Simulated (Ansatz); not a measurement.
# BH2TeO2 (SMILES OB(O)[Te]): levels of theory compared

We compute a comparison of 3 runs (UB3LYP/STO-3G, U-wB97X/3-21G, UPBE0/def2-SVP) of BH2TeO2. 

The results are computed with Ansatz 0.2.0.

4 further runs of the same task are left out: 2 for a known fault of the program, 1 that didn't finish, 1 set aside as unsound or not needed.

## (1) The structure to begin with

The species is BH2TeO2 (6 atoms), meant as a doublet with charge 0. SMILES: `OB(O)[Te]`. Geometry: relaxed at PBE0-D4/def2-TZVP. This is one conformer, not always the lowest.

Bond lengths: O1–B2 1.362 Å, B2–O3 1.353 Å, B2–Te4 2.184 Å, O1–H5 0.958 Å, O3–H6 0.964 Å. Angles: O1–B2–O3 119.8°, O1–B2–Te4 123.3°, O3–B2–Te4 116.9°, B2–O1–H5 115.4°, B2–O3–H6 112.3°.

## (2) Energy and gradient at UB3LYP/STO-3G (run 1)

Input file input.yaml:

```yaml
crystal:
  periodic: [false, false, false]
  atoms:
    - {symbol: O, position_ang: [0.122800, 1.149800, 0.018200]}
    - {symbol: B, position_ang: [-0.054300, -0.196500, -0.081300]}
    - {symbol: O, position_ang: [0.459400, -1.013600, 0.867000]}
    - {symbol: Te, position_ang: [-1.144100, -1.145900, -1.718200]}
    - {symbol: H, position_ang: [-0.267100, 1.668300, -0.687200]}
    - {symbol: H, position_ang: [0.925300, -0.526200, 1.555400]}
basis:
  gaussian:
    orbitals: STO-3G
magnetization:
  spin_polarized: true
  initial_magnetization: 1
hamiltonian:
  xc: {name: B3LYP}
accuracy: high
output:
  forces: true
  orbitals: {seedname: orbitals}
```

The run is started by

```console
ansatz run input.yaml --threads 1 --pin off --max-ram 2610MiB --events-out events.jsonl --progress --plain --runs-dir runs
```

Output:

```text
Warning: RAYON_NUM_THREADS=1 ignored (pool sized by the plan → 1); use --threads N
Functional definition: B3LYP
  name "B3LYP"
  parameter a0 = 0.2
  parameter ax = 0.72
  parameter ac = 0.81
  exchange = (1 - a0 - ax)*slater_x + ax*b88_x + a0*exact_x
  correlation = (1 - ac)*vwn_rpa_c + ac*lyp_c
696 factors; integrals over basis functions are off by at most 1.9e-8 eV
mean field evaluation 1: about -182951.9513 eV, gradient 1.4e1 eV
mean field evaluation 2: about -182951.6349 eV, gradient 1.7e1 eV
mean field evaluation 4: about -182953.3084 eV, gradient 7.6e-1 eV
mean field evaluation 8: about -182953.2975 eV, gradient 1.5e-2 eV
mean field evaluation 16: about -182953.2976 eV, gradient 3.0e-5 eV
mean field evaluation 32: about -182953.1492 eV, gradient 5.0e-5 eV
mean field -182953.29755105 eV, -6723.4096748020 hartree, gradient 6.7e-8 eV, S^2 0.750897; 4 other end points of the search recorded, 0 dependent functions left out
the calculation of the forces begins
reference -182953.29758259 eV, -6723.4096759610 hartree; 38, 37 occupied and 6, 7 virtual orbitals, 696 factors
Total energy: -182953.29758259 eV, -6723.4096759610 hartree
Atom 0 at     0.122800     1.149800     0.018200 Å, force     1.646664    -0.947569     2.805755 eV/Å
Atom 1 at    -0.054300    -0.196500    -0.081300 Å, force    -0.569813    -0.187146    -0.898787 eV/Å
Atom 2 at     0.459400    -1.013600     0.867000 Å, force    -1.182769    -2.127316    -1.623492 eV/Å
Atom 3 at    -1.144100    -1.145900    -1.718200 Å, force     0.000960    -0.016918     0.003894 eV/Å
Atom 4 at    -0.267100     1.668300    -0.687200 Å, force    -1.364978     1.524232    -2.429029 eV/Å
Atom 5 at     0.925300    -0.526200     1.555400 Å, force     1.469935     1.754716     2.141659 eV/Å
Dipole moment:     0.191157     0.453313     0.247086 e Å
```

It took 14 s on 1 thread of Arm Neoverse V1, shared host; peak memory 0.26 GiB.

## (3) Energy and gradient at U-wB97X/3-21G (run 2)

Input file job.yaml:

```yaml
crystal:
  periodic: [false, false, false]
  atoms:
    - symbol: O
      position_ang: [0.122800, 1.149800, 0.018200]
    - symbol: B
      position_ang: [-0.054300, -0.196500, -0.081300]
    - symbol: O
      position_ang: [0.459400, -1.013600, 0.867000]
    - symbol: Te
      position_ang: [-1.144100, -1.145900, -1.718200]
    - symbol: H
      position_ang: [-0.267100, 1.668300, -0.687200]
    - symbol: H
      position_ang: [0.925300, -0.526200, 1.555400]
basis:
  gaussian:
    orbitals: 3-21G-spherical.json
magnetization:
  spin_polarized: true
  initial_magnetization: 1
hamiltonian:
  xc: {name: wB97X}
accuracy: high
output: {forces: true, orbitals: {seedname: orbitals}}
```

The basis set 3-21G is read from a file made from the Basis Set Exchange's data (not shown).

The run is started by

```console
ansatz run job.yaml --threads 1 --pin off --max-ram 2610MiB --events-out events.jsonl --progress --plain --runs-dir runs
```

Output:

```text
Warning: RAYON_NUM_THREADS=1 ignored (pool sized by the plan → 1); use --threads N
[... 31 lines left out ...]
Total energy: -183976.17785681 eV, -6760.9998327055 hartree
[... 6 lines left out ...]
Dipole moment:     0.129323     0.489971     0.141573 e Å
```

Run time: 96 s. Hardware: 1 thread of Arm Neoverse V1, shared host; peak memory 0.74 GiB.

## (4) Energy and gradient at UPBE0/def2-SVP (core potential) (run 3)

Input file molecule.yaml:

```yaml
crystal:
  periodic: [false, false, false]
  atoms:
    - {symbol: O, position_ang: [0.122800, 1.149800, 0.018200]}
    - {symbol: B, position_ang: [-0.054300, -0.196500, -0.081300]}
    - {symbol: O, position_ang: [0.459400, -1.013600, 0.867000]}
    - {symbol: Te, position_ang: [-1.144100, -1.145900, -1.718200]}
    - {symbol: H, position_ang: [-0.267100, 1.668300, -0.687200]}
    - {symbol: H, position_ang: [0.925300, -0.526200, 1.555400]}
basis:
  gaussian:
    orbitals: def2-SVP
magnetization:
  spin_polarized: true
  initial_magnetization: 1
hamiltonian:
  xc: pbe0
accuracy: high
output:
  forces: true
  orbitals: {seedname: orbitals}
```

The run is started by

```console
ansatz run molecule.yaml --threads 1 --pin off --max-ram 2610MiB --events-out events.jsonl --progress --plain --runs-dir runs
```

Output (excerpt; [...] marks lines left out):

```text
Warning: RAYON_NUM_THREADS=1 ignored (pool sized by the plan → 1); use --threads N
Functional definition: PBE0
  name "PBE0"
[...]
1830 factors; integrals over basis functions are off by at most 3.1e-9 eV
[...]
mean field -12090.16515950 eV, -444.3053746035 hartree, gradient 3.9e-8 eV, S^2 0.752890; 2 other end points of the search recorded, 0 dependent functions left out
[...]
reference -12090.16516159 eV, -444.3053746803 hartree; 24, 23 occupied and 54, 55 virtual orbitals, 1830 factors
Total energy: -12090.16516159 eV, -444.3053746803 hartree
Atom 0 at     0.122800     1.149800     0.018200 Å, force     0.046861    -0.147262     0.096653 eV/Å
Atom 1 at    -0.054300    -0.196500    -0.081300 Å, force     0.123334     0.103437     0.186080 eV/Å
Atom 2 at     0.459400    -1.013600     0.867000 Å, force    -0.108793    -0.052382    -0.169522 eV/Å
Atom 3 at    -1.144100    -1.145900    -1.718200 Å, force    -0.047771    -0.057214    -0.069605 eV/Å
Atom 4 at    -0.267100     1.668300    -0.687200 Å, force    -0.055389     0.066565    -0.099315 eV/Å
Atom 5 at     0.925300    -0.526200     1.555400 Å, force     0.041758     0.086855     0.055710 eV/Å
Dipole moment:     0.093831     0.391743     0.097662 e Å
```

Run time: 25 s. Hardware: 1 thread of Arm Neoverse V1, shared host; peak memory 0.37 GiB.

## (5) All runs side by side

```tsv
run	level	core potential	energy (Eh)	dipole moment (D)	HOMO energy (eV)	LUMO energy (eV)	wall time
1	UB3LYP/STO-3G	none	-6723.409676	2.64	-3.27	-1.57	14 s
2	U-wB97X/3-21G	none	-6760.999833	2.53	-8.15	-2.14	96 s
3	UPBE0/def2-SVP (core potential)	def2-SVP	-444.305375	1.99	-6.16	-3.96	25 s
```

## (6) Outcome

```
                                 quantity          value
                      run 3: total energy  -444.30537 Eh
                     run 3: dipole moment         1.99 D
run 3: HOMO energy (highest over α and β)       -6.16 eV
 run 3: LUMO energy (lowest over α and β)       -3.96 eV
                              run 3: ⟨S²⟩          0.753
          run 3: largest force on an atom     0.246 eV/Å
```

The dipole moment (its size) runs from 1.99 D (UPBE0/def2-SVP) to 2.64 D (UB3LYP/STO-3G). The two ends differ in method and basis and core potential. Totals of different functionals can't be ranked against each other. Some runs of one species differ in core potentials or relativity; totals across that change don't compare. In run 1 the basis is minimal, so the values are rough. In runs 1, 2 relativity is left out where basis or elements ask for it. All runs together took 2.3 min, the longest 96 s.
